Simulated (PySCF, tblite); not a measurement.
# C₄H₉F₂Si radical: geometry, infrared bands and EPR parameters

Wanted: the infrared bands and EPR parameters of C₄H₉F₂Si radical (`C[C]([SiH3])CC(F)F`), by calculation.

The runs use tblite 0.8.0 and PySCF 2.14.0, with density-fitted response routines of our own; the level of theory stands in each step. All values are computed, except where a source is named. Atoms count from 0, in the outputs and in this text.

### Step 1. The molecule as given

16 atoms, charge 0, multiplicity 2; geometry from: force field or distance geometry start.

Bonds of the start (Å): C0–C1 1.50, C1–Si2 1.86, C1–C3 1.50, C3–C4 1.49, C4–F5 1.39, C4–F6 1.35, C0–H7 1.10, C0–H8 1.13, C0–H9 1.09, Si2–H10 1.48, Si2–H11 1.48, Si2–H12 1.48, C3–H13 1.12, C3–H14 1.12, C4–H15 1.10.

### Step 2. Relaxing the molecule with GFN2-xTB

The job: settings as JSON, then the geometry in Å.

```
{"job": {"kind": "relax", "xc": "GFN2-xTB", "basis": "xTB"}, "charge": 0, "multiplicity": 2}
C     -0.657100    -1.410200    -0.392500
C     -0.436900     0.067500    -0.505100
Si    -1.874000     0.920500     0.314000
C      0.798700     0.585600     0.160100
C      2.093000     0.017000    -0.315500
F      3.074500     0.651900     0.445000
F      2.238300    -1.307700    -0.073300
H     -0.773700    -1.818100    -1.411900
H     -1.650500    -1.561800     0.118500
H      0.053700    -1.974000     0.211100
H     -1.788200     2.369200     0.046100
H     -3.119700     0.352100    -0.242400
H     -1.779600     0.614100     1.757800
H      0.853400     1.687200    -0.035700
H      0.655100     0.488100     1.263500
H      2.305400     0.327600    -1.351300
```

Run with:

```console
> OMP_NUM_THREADS=1 python probes_run.py task.json out
```

The driver reads the jobs from task.json and runs them one after another.

**Question.** This job is followed by: GFN2-xTB harmonic vibrations, gas phase; UKS B3LYP, pcH-1 on C F H Si, non-relativistic, mean-field spin-orbit, GIAO. What will the session give for the following? strongest single infrared mode (GFN2-xTB); zero-point energy (GFN2-xTB); g(iso) (B3LYP); ⟨S²⟩; largest a(iso) (averaged by class); potential on the surface of density 0.002 e/bohr³, 1st and 99th percentile.

**Answer**, as computed:

| quantity | value |
| --- | --- |
| strongest single infrared mode (GFN2-xTB) | 810 cm⁻¹, 365 km/mol |
| zero-point energy (GFN2-xTB) | 71.9 kcal/mol |
| g(iso) (B3LYP) | 2.00267 |
| ⟨S²⟩ | 0.754 (exact 0.75) |
| largest a(iso) (averaged by class) | 13C on C4, 96.0 MHz |
| potential on the surface of density 0.002 e/bohr³, 1st and 99th percentile | -0.87 V and 1.14 V |

What this shows: Relaxing lowered the energy by 0.906 eV in 168 steps; the close pair that moved most is C0–H8, from 1.127 to 1.086 Å. The lowest mode is imaginary (43i cm⁻¹), so the xTB geometry is not a minimum: the zero-point energy counts the real modes alone, and all values at this geometry belong to a saddle point. The strongest single mode, at 810 cm⁻¹, moves mainly H10 and H12. GFN2-xTB is a fitted tight-binding method: band positions and strengths are rough. Its intensities can rank the bands wrongly. Most of the unpaired spin sits on C1 (0.97 e). The isotropic g lies 0.4 ppt above the free-electron value. These values are for one conformer; the search (at its own cheap level) found 2 more, at 0.26, 0.70 kcal/mol, and measured spectra average over such forms.
